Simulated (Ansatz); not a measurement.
**CH7AlN2: one species, many methods**

One table from this session's results is given with a row withheld; the runs are named, their logs left out.

Program: Ansatz 0.2.0, Gaussian basis. Level of theory: functionals in def2-TZVPP, the program's frozen cores in correlated methods. These are calculated values, not measurements.

The runs, in order: LDA (SPW92), PBE-D4, revPBE-D4, BLYP-D4, r2SCAN-D4, B97M-V, PBE0-D4, B3LYP-D4, r2SCANh-D4, r2SCAN0-D4, HSE06-D4, BHLYP-D4, CAM-B3LYP-D4, LC-ωPBE, ωB97X-V, ωB97M-V, B2PLYP, PBE-QIDH; CCSD(T)/def2-SVP; CCSD(T)/def2-TZVPP; MP2/def2-QZVPP; extrapolation to the limit; RPA on PBE.

### The relaxed structure

The geometry comes from an earlier relaxation with PBE0-D4 in a triple-zeta def2 set; it is a stationary point, not always the lowest conformer.

SMILES `[CH3][Al]([NH2])[NH2]`, 11 atoms, charge 0, spin multiplicity 1.

Atoms are counted from 1 here; the program's logs count them from 0.

Bond lengths: C1–Al2 1.949 Å, C1–H5 1.093 Å, C1–H6 1.094 Å, C1–H7 1.094 Å, Al2–N3 1.773 Å, Al2–N4 1.773 Å, N3–H8 1.006 Å, N3–H9 1.006 Å, N4–H10 1.006 Å, N4–H11 1.006 Å. Angles: Al2–C1–H5 112.0°, Al2–C1–H6 111.6°, Al2–C1–H7 111.2°, H5–C1–H6 107.5°, H5–C1–H7 107.3°, H6–C1–H7 106.9°, C1–Al2–N3 120.7°, C1–Al2–N4 120.9°, N3–Al2–N4 118.4°, Al2–N3–H8 126.1°, Al2–N3–H9 124.0°, H8–N3–H9 109.9°, Al2–N4–H10 124.0°, Al2–N4–H11 126.1°, H10–N4–H11 109.9°.

Set-up of the first run:

in.yaml

```yaml
crystal:
  periodic: [false, false, false]
  atoms:
    - {symbol: C, position_ang: [-1.231924, 1.187463, -0.192136]}
    - {symbol: Al, position_ang: [0.166870, -0.152362, 0.024345]}
    - {symbol: N, position_ang: [0.532881, -0.828098, 1.622655]}
    - {symbol: N, position_ang: [1.097314, -0.731944, -1.369626]}
    - {symbol: H, position_ang: [-1.193079, 1.665986, -1.174308]}
    - {symbol: H, position_ang: [-1.154685, 1.975982, 0.562144]}
    - {symbol: H, position_ang: [-2.226515, 0.743068, -0.086356]}
    - {symbol: H, position_ang: [1.225471, -1.529602, 1.825054]}
    - {symbol: H, position_ang: [0.061534, -0.557260, 2.469678]}
    - {symbol: H, position_ang: [0.960754, -0.405341, -2.311737]}
    - {symbol: H, position_ang: [1.826778, -1.424993, -1.349114]}
basis:
  gaussian: {orbitals: def2-TZVPP}
hamiltonian: {xc: lda}
output: {orbitals: {seedname: orbitals}}
```

Steps of the session up to this table: LDA; PBE-D4 (GGA); revPBE-D4 (GGA); BLYP-D4 (GGA); r2SCAN-D4 (meta-GGA); B97M-V (meta-GGA); PBE0-D4 (hybrid); B3LYP-D4 (hybrid); r2SCANh-D4 (hybrid); r2SCAN0-D4 (hybrid); HSE06-D4 (hybrid); BHLYP-D4 (hybrid); CAM-B3LYP-D4 (range-separated); LC-ωPBE-D4 (range-separated; the results give it without D4); ωB97X-V (range-separated); ωB97M-V (range-separated); B2PLYP (double hybrid); PBE-QIDH (double hybrid).

One of the session's tables, all rows but one given; the rest of the session is left out.

It belongs to the step «Orbital energies across the functionals». 

| functional | HOMO (eV) | LUMO (eV) | gap (eV) |
| --- | --- | --- | --- |
| LDA (SPW92) | -5.51 | -0.56 | 4.95 |
| PBE-D4 | -5.34 | -0.43 | 4.91 |
| revPBE-D4 | -5.28 | -0.34 | 4.93 |
| BLYP-D4 | -5.22 | -0.42 | 4.79 |
| r2SCAN-D4 | -5.63 | 0.15 | 5.79 |
| B97M-V | -5.67 | -0.30 | 5.37 |
| PBE0-D4 | -6.75 | 0.35 | 7.09 |
| B3LYP-D4 | -6.50 | 0.03 | 6.53 |
| r2SCANh-D4 | -6.16 | 0.38 | 6.55 |
| r2SCAN0-D4 | -6.96 | 0.71 | 7.67 |
| HSE06-D4 | ? | ? | ? |
| BHLYP-D4 | -8.07 | 0.94 | 9.01 |
| CAM-B3LYP-D4 | -8.20 | 1.11 | 9.31 |
| LC-ωPBE | -9.64 | 2.38 | 12.02 |
| ωB97X-V | -9.24 | 2.14 | 11.38 |
| ωB97M-V | -9.14 | 1.73 | 10.86 |

Estimate the missing values for HSE06-D4.

**Answer.** HOMO (eV): -6.34; LUMO (eV): -0.02; gap (eV): 6.32. In the column «HOMO (eV)» it lies between B3LYP-D4 (-6.50) and r2SCANh-D4 (-6.16).
